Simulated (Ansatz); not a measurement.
# Vanadium, diamond: r²SCAN0 at the r²SCAN geometry

How do the levels change when part of the exchange is made exact, and what does it cost? Spin polarisation is left out. The cell comes from an earlier r²SCAN relaxation. Exact exchange is dear, so the k-mesh is coarse, and r²SCAN is run on the same mesh for comparison.

Method: DFT, plane waves (500 eV) with PBE-made PAW files, scalar-relativistic; functionals as named at each step, in Ansatz 0.2.0.

## (1) Starting point

Symmetry: Fd-3m, No. 227, cubic system. Conventional cell: a = 5.237 Å, b = 5.237 Å, c = 5.237 Å, α = 90.00°, β = 90.00°, γ = 90.00°. V (site symmetry -43m) is surrounded by 4 V at 2.27 Å.

Coordinates:

```cif
data_structure
_symmetry_space_group_name_H-M 'P 1'
_symmetry_Int_Tables_number 1
_cell_length_a 3.7028
_cell_length_b 3.7028
_cell_length_c 3.7028
_cell_angle_alpha 60.000
_cell_angle_beta 60.000
_cell_angle_gamma 60.000
_cell_volume 35.90
loop_
_atom_site_label
_atom_site_type_symbol
_atom_site_fract_x
_atom_site_fract_y
_atom_site_fract_z
_atom_site_occupancy
V1 V 0.12500 0.12500 0.12500 1
V2 V 0.87500 0.87500 0.87500 1
```

## (2) r²SCAN, coarse mesh

The run with r²SCAN.

Input file input.yaml:

```yaml
crystal:
  lattice:
    - [0.0, 2.618283494, 2.618283494]
    - [2.618283494, 0.0, 2.618283494]
    - [2.618283494, 2.618283494, 0.0]
  atoms:
    - { symbol: V, position: [0.125, 0.125, 0.125] }
    - { symbol: V, position: [0.875, 0.875, 0.875] }
hamiltonian:
  xc: r2scan
  pseudopotentials:
    kind: paw
    azcp:
      V: "pseudopotentials/V.paw.azcp"
basis:
  ecutwfc: 500
  fft_grid_basis: typed
kpoints:
  mp_grid: { grid: [5, 5, 5], shift: [0, 0, 0] }
magnetization:
  spin_polarized: false
scf:
  occupations: { method: fermi_dirac, width: 0.1 }
```

On the command line:

```console
ansatz run input.yaml --threads 4 --pin off --max-ram 8192MiB --backend cpu --events-out ev --progress --plain --runs-dir out
```

## (3) r²SCAN0 on the coarse mesh

The run with r²SCAN0.

input.yaml, as its differences from that of step 2:

```diff
@@ -9,3 +9,3 @@
 hamiltonian:
-  xc: r2scan
+  xc: r2scan0
   pseudopotentials:
@@ -23 +23,6 @@
   occupations: { method: fermi_dirac, width: 0.1 }
+output:
+  write_density: true
+  write_potential: true
+  elf: true
+  volumetric_format: npy
```

(Steps that only read results are left out.)

**Question.** What will these runs give? Wanted: r²SCAN: gap; r²SCAN0: gap.

As calculated:

| quantity | value |
| --- | --- |
| r²SCAN: gap | none (levels filled in part) |
| r²SCAN0: gap | none (levels filled in part) |
| r²SCAN0: SCF cycles, exchange loops | 53, 6 |
| r²SCAN0: CPU time over that of r²SCAN | 36 |

In words: Both r²SCAN and r²SCAN0 leave levels filled in part. r²SCAN0 cost 36 times the CPU time of r²SCAN. r²SCAN0 needed 6 outer loops of the exchange operator. Absolute energies differ from functional to functional, by eV per atom at times, and say nothing by themselves.
